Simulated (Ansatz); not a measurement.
Input of an Ansatz 0.2.0 run:

input.yaml

```yaml
crystal:
  lattice:
    - [3.16481, 0.0, 0.0]
    - [0.0, 3.16481, 0.0]
    - [0.0, 0.0, 3.16481]
  atoms:
    - { symbol: Ru, position: [0.0, 0.0, 0.0] }
    - { symbol: Au, position: [0.5, 0.5, 0.5] }
hamiltonian:
  xc: blyp
  pseudopotentials: { kind: paw }
kpoints:
  mp_grid: { grid: [5, 5, 5] }
scf:
  occupations: { method: fermi_dirac, width: 0.05 }
  n_extra_bands: 6
output:
  forces: true
  stress: true
  eigenvalues: true
  dos: { projected: true, de: 0.05, nscf_kmesh: { grid: [8, 8, 8] } }
  write_density: true
  write_potential: true
  elf: true
  volumetric_format: npy
```

Potentials or basis: Ansatz PAW.

Launch:

```sh
$ ansatz run input.yaml --threads 2 --pin off --max-ram 5632MiB --backend cpu --events-out ev --progress --plain --runs-dir out
```

Question: What does it give for the density of states at the Fermi level?

Answer: 2.37 states/eV per cell.

Question: What does it give for the band gap on the k mesh?

Answer: None (metal or under the smearing width).

States per cell in windows of 1 eV (zero at the Fermi level; states under -8 eV left out):
| from (eV) | total | Au 5d | Ru 4d | Au 6s | Ru 5s |
| --- | --- | --- | --- | --- | --- |
| -8.0 | 0.24 | 0.02 | 0.01 | 0.11 | 0.10 |
| -7.0 | 1.82 | 0.90 | 0.33 | 0.39 | 0.19 |
| -6.0 | 4.37 | 3.34 | 0.82 | 0.08 | 0.11 |
| -5.0 | 3.50 | 2.82 | 0.49 | 0.11 | 0.05 |
| -4.0 | 1.50 | 0.88 | 0.37 | 0.10 | 0.11 |
| -3.0 | 1.23 | 0.48 | 0.60 | 0.07 | 0.06 |
| -2.0 | 3.78 | 0.75 | 2.79 | 0.06 | 0.10 |
| -1.0 | 2.72 | 0.35 | 2.16 | 0.09 | 0.03 |
| 0.0 | 2.09 | 0.29 | 1.67 | 0.06 | 0.04 |
| 1.0 | 0.51 | 0.05 | 0.23 | 0.06 | 0.10 |
| 2.0 | 0.66 | 0.03 | 0.19 | 0.09 | 0.16 |
| 3.0 | 0.63 | 0.02 | 0.11 | 0.16 | 0.12 |
| 4.0 | 0.44 | 0.01 | 0.05 | 0.07 | 0.10 |
| 5.0 | 0.43 | 0.01 | 0.03 | 0.10 | 0.08 |
| 6.0 | 0.65 | 0.01 | 0.05 | 0.17 | 0.10 |
| 7.0 | 0.62 | 0.01 | 0.03 | 0.11 | 0.10 |

Caveat: the k mesh is coarse (spacing up to 0.40 Å⁻¹), so the values aren't converged; the density of states is complete only up to the lowest level of the last band computed. The run has no spin-orbit coupling, so splittings on Au are missing.
